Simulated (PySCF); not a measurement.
# Cl4Co ([CoCl4]-): the cost of one run

Computed with PySCF 2.14.0 and routines of our own; the level stands in each step. Atoms count from 0.

## 1. The starting structure

5 atoms, charge -1, states of the metal's open shell are computed; geometry from: model geometry, bond lengths from ionic radii.

## 2. Ligand-field states: state-averaged CASSCF in water

What the job is given:

```
{"job": {"kind": "lf", "basis": {"metal": "x2c-TZVPall", "ligand": "x2c-SVPall"}, "nevpt": true, "solvent": "water"}, "charge": -1, "metal": "Co", "open_shell": "d6"}
Co     0.000000     0.000000     0.000000
Cl     1.270170     1.270170     1.270171
Cl    -1.270170    -1.270170     1.270171
Cl    -1.270170     1.270170    -1.270171
Cl     1.270170    -1.270170    -1.270171
```

With the program's defaults for keys left out, this is: state-averaged CASSCF of the metal d shell, SC-NEVPT2 on the averaged canonical orbitals, state-interaction spin-orbit coupling.

Command:

```bash
> OMP_NUM_THREADS=1 python lf_run.py task.json out
```

The driver reads the jobs from task.json and runs them one after another.

**Question.** How long does this first job take on 1 thread of Arm Neoverse V1, shared host, and how much memory does it need?

About 13 s, with a peak of 0.32 GiB.
